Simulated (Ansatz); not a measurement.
# CH5InN radical: small, medium and large basis sets

An exercise on one series of results from a longer session: the logs are not shown, and one member is left open.

Program: Ansatz 0.2.0, Gaussian basis. Level of theory: one geometry, several basis sets. These are calculated values, not measurements.

The runs, in order: PBE0-D4/def2-SVP; ωB97M-V/def2-SVP; PBE0-D4/def2-QZVPP; ωB97M-V/def2-QZVPP; the functionals' def2-TZVPP values are taken from earlier runs.

### The geometry

An earlier PBE0-D4 in a triple-zeta def2 set relaxation fixed the geometry. In takes the def2 core potential; no spin-orbit term is included.

SMILES `[CH3][In][NH2]`, 8 atoms, charge 0, spin multiplicity 2.

Atoms are counted from 1 here; the program's logs count them from 0.

Bond lengths: C1–In2 2.199 Å, C1–H4 1.091 Å, C1–H5 1.089 Å, C1–H6 1.091 Å, In2–N3 2.048 Å, N3–H7 1.009 Å, N3–H8 1.011 Å. Angles: In2–C1–H4 108.6°, In2–C1–H5 110.2°, In2–C1–H6 108.0°, H4–C1–H5 109.6°, H4–C1–H6 110.0°, H5–C1–H6 110.5°, C1–In2–N3 115.0°, In2–N3–H7 120.5°, In2–N3–H8 119.6°, H7–N3–H8 109.4°.

As a file:

```xyz
8

C    -1.12568    0.99407   -0.48672
In    0.70291    0.64198    0.68244
N     1.33297   -1.30564    0.73833
H    -1.96963    1.06418    0.20041
H    -1.03832    1.92051   -1.05236
H    -1.26303    0.14677   -1.16092
H     2.24027   -1.53941    1.11342
H     1.12051   -1.92245   -0.03458
```

Set-up of the first run:

Contents of in.yaml:

```yaml
crystal:
  periodic: [false, false, false]
  atoms:
    - {symbol: C, position_ang: [-1.125683, 0.994067, -0.486720]}
    - {symbol: In, position_ang: [0.702911, 0.641978, 0.682445]}
    - {symbol: N, position_ang: [1.332968, -1.305638, 0.738325]}
    - {symbol: H, position_ang: [-1.969632, 1.064175, 0.200406]}
    - {symbol: H, position_ang: [-1.038317, 1.920512, -1.052361]}
    - {symbol: H, position_ang: [-1.263031, 0.146768, -1.160920]}
    - {symbol: H, position_ang: [2.240272, -1.539413, 1.113420]}
    - {symbol: H, position_ang: [1.120511, -1.922450, -0.034584]}
basis:
  gaussian: {orbitals: def2-SVP}
magnetization: {spin_polarized: true, initial_magnetization: 1}
hamiltonian: {xc: pbe0, dispersion: d4}
output: {orbitals: {seedname: orbitals}}
```

Among the steps run: PBE0-D4 in def2-SVP; ωB97M-V in def2-SVP; PBE0-D4 in def2-QZVPP; ωB97M-V in def2-QZVPP.

One of the session's tables, all rows but one given; the rest of the session is left out.

It belongs to the step «Functionals by basis». 

| functional | basis | HOMO (eV) | LUMO (eV) |
| --- | --- | --- | --- |
| PBE0-D4 | def2-SVP | -5.18 | -2.37 |
| PBE0-D4 | def2-TZVPP | ? | ? |
| PBE0-D4 | def2-QZVPP | -5.31 | -2.53 |
| ωB97M-V | def2-SVP | -7.17 | -0.75 |
| ωB97M-V | def2-TZVPP | -7.28 | -0.89 |
| ωB97M-V | def2-QZVPP | -7.31 | -0.98 |

Q: Estimate the row for PBE0-D4, def2-TZVPP from the others.

As computed: HOMO (eV): -5.28; LUMO (eV): -2.47. In the column «HOMO (eV)» it lies between PBE0-D4, def2-QZVPP (-5.31) and PBE0-D4, def2-SVP (-5.18).
